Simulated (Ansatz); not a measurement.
# Ge5Pd: the cost of one run

Method: DFT PBE, scalar-relativistic, plane waves, PAW, in Ansatz 0.2.0.

## (1) The system as given

The structure is hexagonal, space group P6/mmm (No. 191). The conventional cell has a = 5.543 Å, b = 5.543 Å, c = 4.562 Å, α = 90.00°, β = 90.00°, γ = 120.00°. Ge (site symmetry mmm) is surrounded by 8 Ge at 2.77 to 2.79 Å. Ge (site symmetry -6m2) has 9 Ge at 2.79 to 3.20 Å and 3 Pd at 3.20 Å as nearest neighbours. Pd (site symmetry 6/mmm) is surrounded by 18 Ge at 3.20 to 3.59 Å.

Coordinates:

```cif
data_structure
_symmetry_space_group_name_H-M 'P 1'
_symmetry_Int_Tables_number 1
_cell_length_a 5.5431
_cell_length_b 5.5431
_cell_length_c 4.5620
_cell_angle_alpha 90.000
_cell_angle_beta 90.000
_cell_angle_gamma 120.000
_cell_volume 121.39
loop_
_atom_site_label
_atom_site_type_symbol
_atom_site_fract_x
_atom_site_fract_y
_atom_site_fract_z
_atom_site_occupancy
Ge1 Ge 0.00000 0.50000 0.50000 1
Ge2 Ge 0.50000 0.50000 0.50000 1
Ge3 Ge 0.33333 0.66667 0.00000 1
Ge4 Ge 0.50000 0.00000 0.50000 1
Ge5 Ge 0.66667 0.33333 0.00000 1
Pd1 Pd 0.00000 0.00000 0.00000 1
```

The cell is invented: species swapped into a database cell of GdRh5 (P6/mmm, No. 191), with Pd on the Gd sites and Ge on the Rh sites. Its size is a rough estimate.

## (2) A first look at the guess

Contents of input.yaml:

```yaml
crystal:
  lattice:
    - [5.54309342, 0.0, 0.0]
    - [-2.77154671, 4.80045971, 0.0]
    - [0.0, 0.0, 4.56204098]
  atoms:
    - { symbol: Ge, position: [0.0, 0.5, 0.5] }
    - { symbol: Ge, position: [0.5, 0.5, 0.5] }
    - { symbol: Ge, position: [0.33333333, 0.66666667, 0.0] }
    - { symbol: Ge, position: [0.5, 0.0, 0.5] }
    - { symbol: Ge, position: [0.66666667, 0.33333333, 0.0] }
    - { symbol: Pd, position: [0.0, 0.0, 0.0] }
basis:
  ecutwfc: 420
kpoints:
  mp_grid: { grid: [6, 6, 4] }
hamiltonian:
  xc: pbe
scf:
  occupations: { method: gaussian, width: 0.1 }
  lower_state_search: "off"
output:
  forces: true
  stress: true
  eigenvalues: true
```

Launch:

```sh
$ ansatz run input.yaml --threads 1 --pin off --max-ram 2560MiB --backend cpu --events-out ev --progress --plain --runs-dir out
```

Q: Estimate wall time and peak memory on 1 thread of Arm Neoverse V1, shared host.

About 8.1 s, with a peak of 0.42 GiB.
